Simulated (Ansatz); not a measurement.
# As2H2 (triplet): from Hartree-Fock to the top rungs, cc-pVDZ

Aim: climb from Hartree-Fock through coupled cluster and multireference methods for As2H2 (triplet) at one geometry and basis, and see what each rung misses.

The runs use Ansatz 0.2.0, Gaussian basis; cc-pVDZ, core rule «outside noble gas», up to 28 orbitals frozen.

To be run: UHF; CCSD(T) on ROHF; CCSD(T) on UHF; BCCD(T) on ROHF; CISD as a restricted active space (open shells left free, so some higher excitations enter); CCSDT(Q) on ROHF; CCSDT(Q) on UHF; CASSCF and MRCISD+Q, 12 electrons in 10 orbitals; CASSCF and NEVPT2, 12 electrons in 10 orbitals.

4 further runs of the same task are left out: 4 set aside as unsound or not needed. Runs told in other sessions of the task aren't counted.

### 1 The system

The geometry is a PBE0/def2-TZVP stationary point (not a proven minimum) of the parent state, kept for this charge and spin. No spin-orbit coupling is included. The filled d shell of As may be among the frozen orbitals whatever the setting's name suggests.

4 atoms, charge 0, spin multiplicity 3.

Atoms are counted from 1 here; the program's logs count them from 0.

Bond lengths: As1–As2 2.234 Å, As1–H3 1.530 Å, As2–H4 1.530 Å. Angles: As2–As1–H3 92.4°, As1–As2–H4 92.4°.

### 2 UHF

Input file in.yaml:

```yaml
crystal:
  periodic: [false, false, false]
  atoms:
    - {symbol: As, position_ang: [0.000000, -0.049963, 1.115759]}
    - {symbol: As, position_ang: [0.000000, 0.049963, -1.115759]}
    - {symbol: H, position_ang: [0.000000, 1.474239, 1.247852]}
    - {symbol: H, position_ang: [0.000000, -1.474239, -1.247852]}
basis:
  gaussian: {orbitals: cc-pVDZ}
magnetization: {spin_polarized: true, initial_magnetization: 2}
hamiltonian: {xc: hf}
output: {orbitals: {seedname: orbitals}}
```

Started as:

```sh
$ ansatz run in.yaml --threads 1 --pin off --events-out ev --progress --plain --max-ram 4096MiB --backend cpu
```

After this run come: CCSD(T) on ROHF; CCSD(T) on UHF; BCCD(T) on ROHF; CISD as a restricted active space (open shells left free, so some higher excitations enter); CCSDT(Q) on ROHF; CCSDT(Q) on UHF; CASSCF and MRCISD+Q, 12 electrons in 10 orbitals; CASSCF and NEVPT2, 12 electrons in 10 orbitals.

Q: Predict the results of all the runs planned. Wanted: UCCSDT(Q) from the RHF energy; RMP2 from UCCSDT(Q); UMP2 from UCCSDT(Q); RCCSD from UCCSDT(Q); RCCSD(T) from UCCSDT(Q); UCCSD(T) from UCCSDT(Q); RCCSDT(Q) from UCCSDT(Q); NEVPT2 valence from UCCSDT(Q); MRCISD+Q valence from UCCSDT(Q).

**Answer**, as computed:

| quantity | value |
| --- | --- |
| UCCSDT(Q) from the ROHF energy | -6.1467 eV |
| RMP2 from UCCSDT(Q) | +1155.5 meV |
| UMP2 from UCCSDT(Q) | +1176.3 meV |
| RCCSD from UCCSDT(Q) | +198.7 meV |
| RCCSD(T) from UCCSDT(Q) | +41.4 meV |
| UCCSD(T) from UCCSDT(Q) | +36.2 meV |
| RCCSDT(Q) from UCCSDT(Q) | +5.7 meV |
| NEVPT2 valence from UCCSDT(Q) | +1043.1 meV |
| MRCISD+Q valence from UCCSDT(Q) | +21.7 meV |
| levels within 1 kcal/mol (43 meV) | RCCSD(T), UCCSD(T), BCCD(T), RCCSDT, UCCSDT, RCCSDT(Q), MRCISD+Q valence |
| T1 diagnostic | 0.018 |
| effectively unpaired electrons | 2.02 |

RCCSD(T) lands +41.4 meV from the yardstick (0.7 % of the correlation energy). One determinant dominates. Of the multireference levels listed MRCISD+Q valence comes nearest in total energy (+21.7 meV), which doesn't show that its space is the better one. These misses are within one basis, not against nature; the frozen cores of restricted and unrestricted runs differ, which can shift their rows.

With open shells the CI space here admits some higher excitations, so it is larger than plain CISD.
